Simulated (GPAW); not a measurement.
MoI:

```
CELL_PARAMETERS angstrom
0.00000 3.17885 3.17885
3.17885 0.00000 3.17885
3.17885 3.17885 0.00000
ATOMIC_POSITIONS crystal
Mo 0.00000 0.00000 0.00000
I 0.75000 0.75000 0.75000
```

The cell was built by a generator and needn't be a form met in nature.

```yaml
Program: GPAW 26.7.0
Task: relaxation of cell and atoms
Functional: PBE
Potentials_or_basis: GPAW PAW data sets (gpaw-data 1.2.1)
Cutoff: 600 eV
Basis: pw
k_mesh: 7 × 7 × 7
Occupations: fermi-dirac, width 0.05 eV
Spin: no spin polarisation
Hubbard_terms: Mo d U = 3 eV
```

At the start: pressure -1.2 GPa; volume 32.12 Å³/atom.

Problem. How do energy, volume and symmetry change on relaxing?

Solution. Over 3 steps the energy falls by 3.2 meV/atom and the volume is 31.25 Å³/atom (-2.7 %); space group F-43m (No. 216, to 0.05 Å).

Step by step:
```tsv
step	energy change (eV)	largest force (eV/Å)	pressure (GPa)	volume (Å³)
1	0.0000	0.0000	-1.23	64.25
2	-0.0023	0.0000	-1.00	63.91
3	-0.0065	0.0000	0.05	62.51
```

Final structure:
```
Mo I
1.0
     0.00000    3.14997    3.14997
     3.14997    0.00000    3.14997
     3.14997    3.14997    0.00000
Mo I
1 1
Direct
  0.00000 0.00000 0.00000
  0.75000 0.75000 0.75000
```

Caveat: later steps reuse the first step's grids; an odd number of electrons without spin polarisation forces a metal; a magnetic or distorted state may lie lower; U without spin polarisation on a metal has little footing.
